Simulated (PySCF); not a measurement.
# C2H2BF3O: the cost of one run

The runs use PySCF 2.14.0, with density-fitted response routines of our own; the level of theory stands in each step. All values are computed, except where a source is named. Atoms count from 0, in the outputs and in this text.

### Step 1. Starting geometry

9 atoms, charge 0, multiplicity 1; geometry from: GFN2-xTB. The atoms were then displaced at random by about 0.01 Å, so the start is not that level's minimum.

Bonds of the start (Å): F0–B1 1.30, B1–F2 1.30, B1–C3 1.53, C3–O4 1.45, O4–C5 1.35, C5–F6 1.34, C5–C3 1.51, C3–H7 1.09, C5–H8 1.10.

### Step 2. Relaxing the molecule at PBE0-D3(BJ)/def2-SVP

The job: settings as JSON, then the geometry in Å.

```
{"job": {"xc": "PBE0", "basis": "def2-SVP", "d3": "d3bj", "grid": 1, "shake": 0.01, "kind": "geom"}, "charge": 0, "multiplicity": 1}
F      1.539990     1.393880     0.751710
B      1.417450     0.267510     0.120850
F      2.509920    -0.429170     0.044730
C      0.103980    -0.270220    -0.462290
O     -0.917850     0.648070    -0.929160
C     -1.227660    -0.009700     0.209910
F     -2.164320    -0.969300     0.118430
H      0.110810    -1.180060    -1.056800
H     -1.314500     0.531850     1.168900
```

Command:

```console
OMP_NUM_THREADS=1 python probes_run.py task.json out
```

One launch serves the whole session: the jobs run in the order shown.

**Question.** How long does this first job take on 1 thread of Arm Neoverse V1, shared host, and how much memory does it need?

About 46 s, with a peak of 0.44 GiB.
